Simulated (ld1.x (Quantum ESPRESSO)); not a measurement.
**Pseudopotential generation for F: PAW, PBE**

Do these settings give a usable potential? It is generated, then checked for transferability, scattering, ghosts and hardness.

The numbers are computed with ld1.x (Quantum ESPRESSO) 7.5 (PBE, scalar-relativistic, spin-unpolarised reference atom).

### Step 1. Settings

The settings as typed:

- element: fluorine (F, Z = 9)
- type: PAW
- frozen core: [He]
- valence charge: 7
- reference configuration: 2s1.5 2p5.5
- partial waves: 2s (bound): rcut 0.50, rcutus 0.55 bohr; 2s channel at -1.15 Ry: rcut 0.50, rcutus 0.55 bohr; 2p (bound): rcut 1.05, rcutus 1.25 bohr; 2p channel at 1.45 Ry: rcut 1.05, rcutus 1.25 bohr; 3d channel at 0.35 Ry: rcut 1.10, rcutus 1.40 bohr; 3d channel at 1.65 Ry: rcut 1.10, rcutus 1.40 bohr
- local potential: all-electron potential smoothed inside 0.95 bohr (lloc = -1)
- core correction: not asked for
- augmentation charge: GAUSS, radius 0.40 bohr

An earlier all-electron run gives the scale for the radii.

All-electron outer shells of the reference configuration (PBE, scalar-relativistic, ld1.x):

```tsv
shell	level (eV)	outermost node (bohr)	outermost maximum (bohr)
1s	-663.69	–	0.11
2s	-30.14	0.24	0.76
2p	-11.33	–	0.71
```

### Step 2. Generating the potential

Contents of F.in:

```
 &input
   title='F', zed=9., rel=1, dft='PBE', iswitch=3,
   config='[He] 2s1.5 2p5.5 3d-2',
   nld=3, rlderiv=1.55, eminld=-4.0, emaxld=5.0, deld=0.02
 /
 &inputp
   pseudotype=3, lpaw=.true., tm=.true., lloc=-1, rcloc=0.95,
   nlcc=.false.,
   which_augfun='GAUSS', rmatch_augfun=0.40,
   file_pseudopw='F.UPF', file_wfcaegen='ae.wfc', file_wfcncgen='nc.wfc', file_beta='beta', file_chi='chi', file_wfcusgen='us.wfc'
 /
6
2S  1  0   1.50   0.00  0.50  0.55  0.0
2S  1  0   0.00  -1.15  0.50  0.55  0.0
2P  2  1   5.50   0.00  1.05  1.25  0.0
2P  2  1   0.00   1.45  1.05  1.25  0.0
3D  3  2  -2.00   0.35  1.10  1.40  0.0
3D  3  2  -2.00   1.65  1.10  1.40  0.0
 &test
   configts(1)='2s1.5 2p5.5'
 /
```

On the command line:

```bash
ld1.x < F.in > F.out
```

The output, F.out (without the banner and most projector matrices):

```text
     Program LD1 v.7.5
     --------------------------- All-electron run ----------------------------

     F
     scalar relativistic calculation

     atomic number is  9.00
     dft =PBE   lsd =0 sic =0 latt =0  beta=0.20 tr2=1.0E-14
     Exchange-correlation= PBE
                           (   1   4   3   4   0   0   0)
     mesh =1105 r(mesh) =  99.76081 a.u. xmin = -7.00 dx = 0.01250
     1 Ry =  13.60569312 eV, c = 137.03599908

     n l     nl                  e(Ry)          e(Ha)          e(eV)
     1 0     1S 1( 2.00)       -48.7805       -24.3902      -663.6924
     2 0     2S 1( 1.50)        -2.2154        -1.1077       -30.1423
     2 1     2P 1( 5.50)        -0.8327        -0.4163       -11.3289

     final scf error:  6.8E-15 reached in  29 iterations

     Etot =    -198.798408 Ry,     -99.399204 Ha,   -2704.790129 eV

     Ekin =     198.629954 Ry,      99.314977 Ha,    2702.498196 eV
     Encl =    -476.236481 Ry,    -238.118240 Ha,   -6479.527414 eV
     Eh   =      99.157259 Ry,      49.578629 Ha,    1349.103235 eV
     Exc  =     -20.349139 Ry,     -10.174570 Ha,    -276.864145 eV

     normalization and overlap integrals

     s(1S/1S) =  1.000000  <r> =   0.1763  <r2> =    0.0420  r(max) =   0.1139
     s(2S/2S) =  1.000000  <r> =   1.0029  <r2> =    1.2262  r(max) =   0.7617
     s(2P/2P) =  1.000000  <r> =   1.1024  <r2> =    1.6282  r(max) =   0.7066

     ------------------------ End of All-electron run ------------------------

     --------------------- Generating PAW atomic setup --------------------

      Generating local potential from pseudized AE potential:
      Matching radius rcloc =   0.9500

      Local pseudo, rcloc= 0.954 Estimated cut-off energy=    27.02 Ry

      Computing core charge for PAW:

       r > 0.28 : true rho core
       r < 0.28 : rho core = a sin(br)/r    a=  20.03  b=   9.03

      Integrated core pseudo-charge :   0.95
      Wfc-us  2S rcutus= 0.550  Estimated cut-off energy=   135.09 Ry
      Wfc-us  2S rcutus= 0.550  Estimated cut-off energy=   136.38 Ry
      Wfc-us  2P rcutus= 1.256  Estimated cut-off energy=    49.70 Ry
      Wfc-us  2P rcutus= 1.256  Estimated cut-off energy=    73.33 Ry
      Wfc-us  3D rcutus= 1.388  Estimated cut-off energy=    52.80 Ry
      Wfc-us  3D rcutus= 1.388  Estimated cut-off energy=    54.01 Ry

     Required augmentation: GAUSS   radius:    0.400000
     Message from routine us2paw:
     GAUSS augmentation functions are ususally harder than BESSEL; use BESSEL instead unless you have discontinuity in local potential

     Estimated PAW energy =  -58.387355 Ryd

     The PAW screened D coefficients
     0.78131     1.10628     0.00000     0.00000     0.00000     0.00000
     1.10628     1.56419     0.00000     0.00000     0.00000     0.00000
     0.00000     0.00000    -0.98246    -0.59789     0.00000     0.00000
     0.00000     0.00000    -0.59789    -0.37118     0.00000     0.00000
     0.00000     0.00000     0.00000     0.00000    -0.01244    -0.01465
     0.00000     0.00000     0.00000     0.00000    -0.01465    -0.01568

     The PAW descreened D coefficients (US)
     1.33256     1.85195     0.00000     0.00000     0.00000     0.00000
     1.85195     2.57234     0.00000     0.00000     0.00000     0.00000
     0.00000     0.00000     3.07743     2.34515     0.00000     0.00000
     0.00000     0.00000     2.34515     1.78081     0.00000     0.00000
     0.00000     0.00000     0.00000     0.00000    -0.04005    -0.02945
     0.00000     0.00000     0.00000     0.00000    -0.02945    -0.01529

     ------------------- End of pseudopotential generation -------------------

     [... the all-electron block is printed once more ...]


     Computing logarithmic derivative in   1.54349
     Computing logarithmic derivative in   1.54349
     Computing the partial wave expansion
     R is outside the sphere for l=    0 j= 0.00
     R is outside the sphere for l=    0 j= 0.00
     R is outside the sphere for l=    1 j= 0.00
     R is outside the sphere for l=    1 j= 0.00
     R is outside the sphere for l=    2 j= 0.00
     R is outside the sphere for l=    2 j= 0.00

     ---------------------- Testing the pseudopotential ----------------------

     F
     scalar relativistic calculation

     atomic number is  9.00   valence charge is  7.00
     dft = SLA  PW   PBX  PBC   lsd =0 sic =0 latt =0  beta=0.20 tr2=1.0E-14
     mesh =1105 r(mesh) =  99.76081 xmin = -7.00 dx = 0.01250

     n l     nl             e AE (Ry)        e PS (Ry)    De AE-PS (Ry)
     1 0     2S   1( 1.50)       -2.21542       -2.21545        0.00003
     2 1     2P   1( 5.50)       -0.83266       -0.83266        0.00001

     eps = 1.6E-15  iter =  4

     Etot =    -198.798408 Ry,     -99.399204 Ha,   -2704.790129 eV
     Etotps =   -58.387426 Ry,     -29.193713 Ha,    -794.401395 eV

     Ekin =      49.637346 Ry,      24.818673 Ha,     675.350494 eV
     Encl =    -130.001845 Ry,     -65.000922 Ha,   -1768.765204 eV
     Ehrt =      42.326205 Ry,      21.163103 Ha,     575.877359 eV
     Ecxc =     -20.349132 Ry,     -10.174566 Ha,    -276.864043 eV

     ---------------------- End of pseudopotential test ----------------------
```

Wall time 1 s (1 thread of Neoverse-V2, shared host). (Generation and the later configuration tests together.)

Partial waves on a coarse radial grid (AE all-electron, PS pseudo):

```
r (bohr)   2p AE   2p PS    2s AE   2s PS
   0.070  0.0771  0.0160  -0.4365  0.0401
   0.140  0.2313  0.0627  -0.3784  0.1005
   0.210  0.3970  0.1360  -0.1356  0.1947
   0.280  0.5462  0.2300   0.1487  0.3251
   0.350  0.6686  0.3369   0.4109  0.4817
   0.420  0.7627  0.4484   0.6270  0.6451
   0.490  0.8304  0.5564   0.7913  0.7929
   0.560  0.8745  0.6535   0.9064  0.9064
   0.630  0.8987  0.7340   0.9788  0.9788
   0.700  0.9068  0.7943   1.0161  1.0161
   0.770  0.9023  0.8330   1.0259  1.0259
   0.840  0.8882  0.8508   1.0148  1.0148
   0.910  0.8671  0.8503   0.9882  0.9882
   0.980  0.8408  0.8353   0.9508  0.9508
   1.050  0.8110  0.8102   0.9062  0.9062
   1.120  0.7789  0.7792   0.8570  0.8570
   1.190  0.7455  0.7456   0.8055  0.8055
   1.260  0.7115  0.7115   0.7532  0.7532
   1.330  0.6775  0.6775   0.7012  0.7012
   1.400  0.6438  0.6438   0.6506  0.6506
   1.470  0.6108  0.6108   0.6017  0.6017
   1.540  0.5787  0.5787   0.5551  0.5551
   1.610  0.5477  0.5477   0.5109  0.5109
   1.680  0.5178  0.5178   0.4694  0.4694
   1.750  0.4892  0.4892   0.4305  0.4305
   1.820  0.4618  0.4618   0.3942  0.3942
```

### Step 3. Transferability test

Contents of F.test.in:

```
 &input
   title='F', zed=9., rel=1, dft='PBE', iswitch=2,
   config='[He] 2s1.5 2p5.5 3d-2'
 /
 &test
   file_pseudo='F.UPF', nconf=8,
   configts(1)='2s1.5 2p5.5',
   configts(2)='2s2 2p5',
   configts(3)='2s2 2p4',
   configts(4)='2s2 2p3',
   configts(5)='2s1 2p6',
   configts(6)='2s2 2p4.5',
   configts(7)='2s1 2p5',
   configts(8)='2s2 2p1'
 /
```

On the command line:

```bash
ld1.x < F.test.in > F.test.out
```

F.test.out, the pseudopotential blocks:

```text
     ---------------------- Testing the pseudopotential ----------------------

     F
     scalar relativistic calculation

     atomic number is  9.00   valence charge is  7.00
     dft =SLA  PW   PBX  PBC   lsd =0 sic =0 latt =0  beta=0.20 tr2=1.0E-14
     mesh =1105 r(mesh) =  99.76081 xmin = -7.00 dx = 0.01250

     n l     nl             e AE (Ry)        e PS (Ry)    De AE-PS (Ry)
     1 0     2S   1( 1.50)       -2.21542       -2.21545        0.00003
     2 1     2P   1( 5.50)       -0.83266       -0.83266        0.00001

     eps = 1.6E-15  iter =  4

     Etot =    -198.798408 Ry,     -99.399204 Ha,   -2704.790129 eV
     Etotps =   -58.387426 Ry,     -29.193713 Ha,    -794.401395 eV

     Ekin =      49.637346 Ry,      24.818673 Ha,     675.350494 eV
     Encl =    -130.001845 Ry,     -65.000922 Ha,   -1768.765204 eV
     Ehrt =      42.326205 Ry,      21.163103 Ha,     575.877359 eV
     Ecxc =     -20.349132 Ry,     -10.174566 Ha,    -276.864043 eV

     ---------------------- End of pseudopotential test ----------------------

     ---------------------- Testing the pseudopotential ----------------------

     F
     [...]
     n l     nl             e AE (Ry)        e PS (Ry)    De AE-PS (Ry)
     1 0     2S   1( 2.00)       -2.19758       -2.19800        0.00042
     2 1     2P   1( 5.00)       -0.81670       -0.81657       -0.00012

     eps = 4.6E-15  iter = 10

     Etot =    -199.489330 Ry,     -99.744665 Ha,   -2714.190600 eV
     Etotps =   -59.078384 Ry,     -29.539192 Ha,    -803.802358 eV
     dEtot_ae =      -0.690922 Ry
     dEtot_ps =      -0.690958 Ry,   Delta E=       0.000036 Ry

     [...]
     ---------------------- End of pseudopotential test ----------------------

     ---------------------- Testing the pseudopotential ----------------------

     F
     [...]
     n l     nl             e AE (Ry)        e PS (Ry)    De AE-PS (Ry)
     1 0     2S   1( 2.00)       -3.48292       -3.48358        0.00066
     2 1     2P   1( 4.00)       -2.08065       -2.08019       -0.00046

     eps = 6.0E-15  iter =  9

     Etot =    -198.064175 Ry,     -99.032088 Ha,   -2694.800384 eV
     Etotps =   -57.653381 Ry,     -28.826691 Ha,    -784.414213 eV
     dEtot_ae =       0.734233 Ry
     dEtot_ps =       0.734044 Ry,   Delta E=       0.000188 Ry

     [...]
     ---------------------- End of pseudopotential test ----------------------

     ---------------------- Testing the pseudopotential ----------------------

     F
     [...]
     n l     nl             e AE (Ry)        e PS (Ry)    De AE-PS (Ry)
     1 0     2S   1( 2.00)       -4.99731       -4.99867        0.00135
     2 1     2P   1( 3.00)       -3.60167       -3.60075       -0.00092

     eps = 3.0E-15  iter =  9

     Etot =    -195.242940 Ry,     -97.621470 Ha,   -2656.415526 eV
     Etotps =   -54.832686 Ry,     -27.416343 Ha,    -746.036703 eV
     dEtot_ae =       3.555468 Ry
     dEtot_ps =       3.554739 Ry,   Delta E=       0.000728 Ry

     [...]
     ---------------------- End of pseudopotential test ----------------------

     ---------------------- Testing the pseudopotential ----------------------

     F
     [...]
     n l     nl             e AE (Ry)        e PS (Ry)    De AE-PS (Ry)
     1 0     2S   1( 1.00)       -2.23280       -2.23267       -0.00013
     2 1     2P   1( 6.00)       -0.84819       -0.84826        0.00007

     eps = 1.2E-16  iter =  9

     Etot =    -198.106554 Ry,     -99.053277 Ha,   -2695.376983 eV
     Etotps =   -57.695720 Ry,     -28.847860 Ha,    -784.990254 eV
     dEtot_ae =       0.691853 Ry
     dEtot_ps =       0.691706 Ry,   Delta E=       0.000147 Ry

     [...]
     ---------------------- End of pseudopotential test ----------------------

     ---------------------- Testing the pseudopotential ----------------------

     F
     [...]
     n l     nl             e AE (Ry)        e PS (Ry)    De AE-PS (Ry)
     1 0     2S   1( 2.00)       -2.80814       -2.80865        0.00051
     2 1     2P   1( 4.50)       -1.41356       -1.41330       -0.00026

     eps = 2.5E-15  iter =  9

     Etot =    -198.934914 Ry,     -99.467457 Ha,   -2706.647396 eV
     Etotps =   -58.524008 Ry,     -29.262004 Ha,    -796.259693 eV
     dEtot_ae =      -0.136507 Ry
     dEtot_ps =      -0.136582 Ry,   Delta E=       0.000076 Ry

     [...]
     ---------------------- End of pseudopotential test ----------------------

     ---------------------- Testing the pseudopotential ----------------------

     F
     [...]
     n l     nl             e AE (Ry)        e PS (Ry)    De AE-PS (Ry)
     1 0     2S   1( 1.00)       -3.49542       -3.49549        0.00007
     2 1     2P   1( 5.00)       -2.08974       -2.08983        0.00009

     eps = 2.7E-16  iter = 10

     Etot =    -196.660171 Ry,     -98.330085 Ha,   -2675.697932 eV
     Etotps =   -56.249148 Ry,     -28.124574 Ha,    -765.308649 eV
     dEtot_ae =       2.138237 Ry
     dEtot_ps =       2.138277 Ry,   Delta E=      -0.000040 Ry

     [...]
     ---------------------- End of pseudopotential test ----------------------

     ---------------------- Testing the pseudopotential ----------------------

     F
     [...]
     n l     nl             e AE (Ry)        e PS (Ry)    De AE-PS (Ry)
     1 0     2S   1( 2.00)       -8.57765       -8.58403        0.00638  !
     2 1     2P   1( 1.00)       -7.29740       -7.29536       -0.00204

     eps = 8.7E-15  iter = 13

     Etot =    -184.479831 Ry,     -92.239915 Ha,   -2509.975963 eV
     Etotps =   -44.071801 Ry,     -22.035900 Ha,    -599.627394 eV
     dEtot_ae =      14.318577 Ry
     dEtot_ps =      14.315625 Ry,   Delta E=       0.002952 Ry

     [...]
     ---------------------- End of pseudopotential test ----------------------
```

Energies count from the reference configuration 2s1.5 2p5.5; the error is all-electron less pseudo.

```csv
valence configuration,charge,ΔE all-electron (eV),error AE − PS (meV)
2s2 2p5,0,-9.400,+0.5
2s2 2p4,+1,9.990,+2.6
2s2 2p3,+2,48.375,+9.9
2s1 2p6,0,9.413,+2.0
2s2 2p4.5,+0.5,-1.857,+1.0
2s1 2p5,+1,29.092,-0.5
2s2 2p1,+4,194.814,+40
```

### Step 4. Scattering by logarithmic derivatives

Taken from the files of the generation run. The phase is arctan(r·u′/u) with u = r·R, unwrapped, with energies in Ry. A pole is an energy at which the radial function vanishes at the test radius. The pseudo phase is shifted by a multiple of π to meet the all-electron one at the reference energy. Levels narrower than the energy grid can be missing from the poles. The last column is the largest difference on the grid between −1 and +1 Ry.

| channel | radius (bohr) | reference (Ry) | poles AE | poles PS | window around the reference with phases within 0.05 rad (Ry) | largest difference near zero (rad) |
| --- | --- | --- | --- | --- | --- | --- |
| s | 1.54 | -2.22 | -1.03 | -1.03 | the whole range | 0.000 |
| p | 1.54 | -0.83 | 0.33 | 0.33 | the whole range | 0.000 |
| d | 1.54 | 0.35 | none | none | the whole range | 0.000 |

Phases (rad) along the scan:

```
E (Ry)    s AE    s PS    p AE    p PS
 -4.00   1.012   1.012   1.204   1.204
 -3.52   0.830   0.830   1.166   1.166
 -3.04   0.387   0.387   1.112   1.113
 -2.56  -0.555  -0.555   1.028   1.028
 -2.08  -1.184  -1.184   0.876   0.876
 -1.60  -1.431  -1.431   0.528   0.528
 -1.12  -1.554  -1.554  -0.330  -0.330
 -0.64  -1.630  -1.630  -1.113  -1.113
 -0.16  -1.684  -1.684  -1.423  -1.423
  0.32  -1.729  -1.729  -1.568  -1.568
  0.80  -1.769  -1.769  -1.658  -1.658
  1.28  -1.808  -1.808  -1.723  -1.723
  1.76  -1.848  -1.848  -1.780  -1.780
  2.24  -1.892  -1.892  -1.833  -1.834
  2.72  -1.943  -1.943  -1.891  -1.891
  3.20  -2.005  -2.006  -1.956  -1.956
  3.68  -2.084  -2.085  -2.038  -2.038
  4.16  -2.191  -2.193  -2.147  -2.146
  4.64  -2.341  -2.345  -2.302  -2.301
```

### Step 5. Plane-wave convergence, by spherical Bessel functions

This step uses the generator's waves and projectors in a separate script. Basis: spherical Bessel functions vanishing at 20 bohr, q² up to the cutoff; potential fixed at the reference.

All-electron valence levels (Ry): 2s -2.2154, 2p -0.8327. The lowest levels of each channel (Ry) by cutoff; the last column sums, over occupied levels, occupation times the distance from the level at 400 Ry. A positive value at high cutoff is not a bound level.

| cutoff (Ry) | s #1 | p #1 | d #1 | f #1 | Σ f·Δε (mRy) |
| --- | --- | --- | --- | --- | --- |
| 8 | -1.7156 | -0.1099 | 0.0803 | 0.1209 | 4724.8 |
| 21 | -1.7695 | -0.6602 | 0.0802 | 0.1209 | 1617.6 |
| 40 | -1.9534 | -0.8270 | 0.0802 | 0.1209 | 423.9 |
| 70 | -2.1459 | -0.8324 | 0.0802 | 0.1209 | 105.9 |
| 110 | -2.2079 | -0.8326 | 0.0802 | 0.1209 | 11.5 |
| 120 | -2.2115 | -0.8326 | 0.0802 | 0.1209 | 5.9 |
| 160 | -2.2149 | -0.8327 | 0.0802 | 0.1209 | 0.8 |
| 200 | -2.2149 | -0.8327 | 0.0802 | 0.1209 | 0.7 |
| 400 | -2.2154 | -0.8327 | 0.0802 | 0.1209 | 0.0 |

The sum stays within 10 mRy from 120 Ry and within 1 mRy from 160 Ry. The sum leaves out empty levels, which can need more. Ghost test: no level below the all-electron spectrum of its channel (s, p, d, f tested).

### Step 6. What came out

| quantity | value |
| --- | --- |
| cutoffs for 10 and 1 mRy, occupied levels | 120 Ry and 160 Ry |
| bound ghosts | none found |
| largest test error (AE − PS) | +40 meV, for 2s2 2p1 |
| largest phase difference near zero energy, channels read | 0.000 rad |
| lowest eigenvalue of the overlap (Bessel basis) | 0.341 (d) |

In words: The worst unpolarised test, 2s2 2p1, is off by 40 meV on 194.8 eV; by total energies transferability rates as fair. That test lies far up in energy; among those under 40 eV, nearer to bonding, the largest error is 2.6 meV. By its cutoff, 120 Ry for the looser tolerance, it is hard. The slowest occupied level is 2s: taken alone it needs 140 Ry to come within 1 mRy, against 50 Ry for 2p. No bound ghost shows below the valence levels. Near zero energy the phases of the channels with partial waves agree within 0.001 rad. All of this concerns the isolated atom, not yet a solid.
